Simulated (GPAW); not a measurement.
CS2 in GPAW: the effect of functional

The system is CS2.

```
S C
1.0
     3.64579   -2.99431    0.00000
     3.64579    2.99431    0.00000
     0.00000    0.00000    9.85126
S C
4 2
Direct
  0.18152 0.81848 0.88687
  0.31848 0.68152 0.38687
  0.68152 0.31848 0.61313
  0.81848 0.18152 0.11313
  0.50000 0.50000 0.50000
  0.00000 0.00000 0.00000
```

The cell comes from a database or a generator and needn't be the stable form of this composition.

Alike in all runs:

* Program: GPAW 26.7.0
* Task: dielectric tensor
* Cutoff: 550 eV
* Basis: pw
* k mesh: 5 × 5 × 3
* Occupations: fermi-dirac, width 0.001 eV
* Spin: no spin polarisation

```csv
functional,potentials or basis,dielectric constant (mean)
LDA,the program's PAW data sets (release 1.2.1) made for this functional,2.27
AM05,PAW data sets generated in the run's folder for this functional,2.17
PBEsol,PAW data sets generated in the run's folder for this functional,?
RPBE,the program's PAW data sets (release 1.2.1) made for this functional,2.15
GLLB-SC,the program's PAW data sets (release 1.2.1) made for this functional,2.05
```

**Question.** What does the run with functional PBEsol give?

**Answer.** Dielectric constant 2.20 mean.

Caveats: the long-wavelength limit can be off by a per cent or two; a model potential gives levels but no total energy (some runs); response on these states lacks terms of the Hamiltonian (some runs).

Runs at the PBE level aren't shown here.
